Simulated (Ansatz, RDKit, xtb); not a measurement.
# Isomers of Si3NH9O, a sample narrowed down

A sample of isomers of Si3NH9O is drawn. Aim: find which of them has the lowest free energy at 298.15 K, then its properties. The sample is small against all isomers, and the most stable one of this formula need not be in it.

Plan: many cheap relaxations first (GFN2-xTB), then density-functional screening, relaxation at r2SCAN-D4/def2-SVP, vibrations (at GFN2-xTB) and a final energy. The numbers are computed, not measured.

## 1. Drawing up candidates

Isomers were taken from a list of plausible structures; this is a sample, not all of them. That gives 5 candidates.

```
label                   SMILES     spin
 c250  N[Si@@H](O)[SiH2][SiH3]  singlet
 c316  N[Si@@H]([SiH3])[SiH2]O  singlet
 c328   N[Si](O)([SiH3])[SiH3]  singlet
 c640  N[SiH2][Si@@H](O)[SiH3]  singlet
 c896     N[SiH2][SiH2][SiH2]O  singlet
```

Candidates are built by distance geometry, with a force field where one applies, in up to four conformers (letters a to d).

**Question.** With final energies at CCSD(T)/def2-SVP + MP2/def2-TZVPP - MP2/def2-SVP, which structure will this search put lowest in free energy, and by what margin?

| quantity | value |
| --- | --- |
| lowest structure found | N[Si@@H](O)[SiH2][SiH3], singlet |
| next finalist | N[Si](O)([SiH3])[SiH3], singlet, 2.6 kcal/mol higher in G |
| share at equilibrium, among the finalists | 98.9 % |

`N[Si@@H](O)[SiH2][SiH3]` comes out lowest. The margin, 2.6 kcal/mol, is modest. HF/STO-3G, r2SCAN-D4/def2-SVP, r2SCAN-D4/def2-SVP, relaxed, HF/def2-SVP and MP2/def2-SVP already put its bonding pattern lowest among the structures in one piece; GFN2-xTB favours the singlet N[Si@@H]([SiH3])[SiH2]O (c316c, not a finalist). 6 minima inside the window were never screened. The search is not exhaustive (a finite list of starts, one conformer a finalist), so a lower isomer can't be ruled out. Only 5 drawn patterns were tried, so whole families of isomers are missing, and the result ranks this sample alone. The lowest isomer need not be the one that is made and kept in a bottle, which depends on barriers.
